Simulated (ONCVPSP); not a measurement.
# Cu: the cost of one run

The numbers are computed with ONCVPSP 4.0.1.1 (patched build) (PBE, scalar-relativistic, spin-unpolarised reference atom).

## (1) The atom and the settings

Typed settings, in words:

| Quantity | Value |
| --- | --- |
| element | copper (Cu, Z = 29) |
| type | optimised norm-conserving Vanderbilt (ONCV) |
| frozen core | [Ar] |
| valence charge | 11 |
| reference configuration | 3d10 4s1 |
| partial waves | 4s: rc 2.50 bohr, ncon 3, nbas 6, qcut 2.6 1/bohr, 3 projectors, debl 1.6 Ha; p scattering state at 0.36 Ha: rc 2.05 bohr, ncon 5, nbas 9, qcut 3.6 1/bohr, 1 projector; 3d: rc 1.05 bohr, ncon 4, nbas 8, qcut 15.6 1/bohr, 2 projectors, debl 3.8 Ha |
| local potential | polynomial inside 0.85 bohr (lpopt 4, dvloc0 4 Ha) |
| core correction | not asked for |

The nodes and maxima of the atom's own shells, from an earlier all-electron run, set the scale for the radii.

All-electron outer shells of the reference configuration (PBE, scalar-relativistic, ld1.x):

```json
{"shell": "3p", "level (eV)": "-72.14", "outermost node (bohr)": "0.26", "outermost maximum (bohr)": "0.62"}
{"shell": "3d", "level (eV)": "-5.04", "outermost node (bohr)": "–", "outermost maximum (bohr)": "0.60"}
{"shell": "4s", "level (eV)": "-4.61", "outermost node (bohr)": "0.89", "outermost maximum (bohr)": "2.27"}
{"shell": "4p", "level (eV)": "-0.70", "outermost node (bohr)": "0.97", "outermost maximum (bohr)": "3.65"}
```

## (2) Generation

Cu.dat reads:

```
# ATOM AND REFERENCE CONFIGURATION
# atsym  z   nc   nv     iexc    psfile
  Cu 29.00    5    2        4      upf
#
#   n    l    f
    1    0    2.00
    2    0    2.00
    2    1    6.00
    3    0    2.00
    3    1    6.00
    3    2   10.00
    4    0    1.00
#
# PSEUDOPOTENTIAL AND OPTIMIZATION
# lmax
    2
#
#   l,   rc,      ep,       ncon, nbas, qcut
    0    2.50    0.00    3    6    2.60
    1    2.05    0.36    5    9    3.60
    2    1.05    0.00    4    8   15.60
#
# LOCAL POTENTIAL
# lloc, lpopt,  rc(5),   dvloc0
    4    4    0.85    4.00
#
# VANDERBILT-KLEINMAN-BYLANDER PROJECTORs
# l, nproj, debl
    0    3    1.60
    1    1    3.30
    2    2    3.80
#
# MODEL CORE CHARGE
# icmod, fcfact, rcfact
    0    0.00    0.00
#
# LOG DERIVATIVE ANALYSIS
# epsh1, epsh2, depsh
   -2.00    5.00    0.02
#
# OUTPUT GRID
# rlmax, drl
    6.00    0.01
#
# TEST CONFIGURATIONS
# ncnf
    4
# nvcnf
#   n    l    f
    2
    3    2   10.00
    4    0    0.00
#
    2
    3    2    9.00
    4    0    0.00
#
    2
    3    2    8.00
    4    0    0.00
#
    2
    3    2    9.00
    4    0    1.00
#
```

Launch:

```
$ oncvpsp.x < Cu.dat > Cu.out
```

**Question.** How long does this run take on 1 thread of Intel Xeon 6975P-C, shared host?

About 2.6 s.
